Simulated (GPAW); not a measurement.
**CuI2 in GPAW: convergence with k mesh**

The system is CuI2.

```
CELL_PARAMETERS angstrom
5.20038 0.00000 0.00000
0.00000 5.20038 0.00000
0.00000 0.00000 4.54417
ATOMIC_POSITIONS crystal
I 0.50000 0.00000 0.00000
I 0.00000 0.50000 0.00000
Cu 0.00000 0.00000 0.00000
```

The cell comes from a database or a generator and needn't be the stable form of this composition.

* Program: GPAW 26.7.0
* Task: convergence study
* Functional: LDA
* Potentials or basis: the program's PAW data sets (release 1.2.1) made for this functional
* Cutoff: 600 eV
* Basis: pw
* k mesh: 1 × 1 × 2
* Occupations: fermi-dirac, width 0.05 eV
* Spin: no spin polarisation

These are the settings of the first run; the series varies k mesh, with any setting tied to it.

Hardware: 1 thread of Arm Neoverse V1 (shared host).

```tsv
k mesh	energy less the tightest run, at zero smearing (meV/atom)	pressure (GPa)	SCF cycles	CPU time (s)	peak memory (GiB)
1 × 1 × 2	835.63	1.65	15	7.3	0.16
2 × 2 × 2	-101.81	-2.21	14	16	0.18
2 × 2 × 3	-133.34	-2.61	14	16	0.17
3 × 3 × 3	-18.56	-1.96	11	13	0.17
3 × 3 × 4	-21.02	-2.01	11	18	0.18
4 × 4 × 5	22.91	-1.75	11	33	0.2
5 × 5 × 5	15.62	-1.72	12	36	0.2
6 × 6 × 7	3.00	-1.80	11	71	0.26
7 × 7 × 8	0.00	-1.83	11	91	0.28
```

Against the tightest run, the pressure stays within 0.1 GPa from 6 × 6 × 7 on. Not settled before the last step: the energy (to 1 meV/atom). Meshes of other sizes hit other points, so gaps and Fermi surfaces needn't settle smoothly. The tightest run that finished is the yardstick and may itself not be fully converged.

Caveat, for the tightest run too: with this Cu data set, volumes or pressures lay over 1.5 % or 2 GPa off other programs in two to four cells of ten; an odd number of electrons without spin polarisation forces a metal; a magnetic or distorted state may lie lower; the run has no spin polarisation, though such a crystal can be magnetic; semilocal functionals often make such compounds metallic where correlation or magnetic order opens a gap, which also shifts bond lengths. Spin-orbit coupling is left out, which matters for the levels of I.
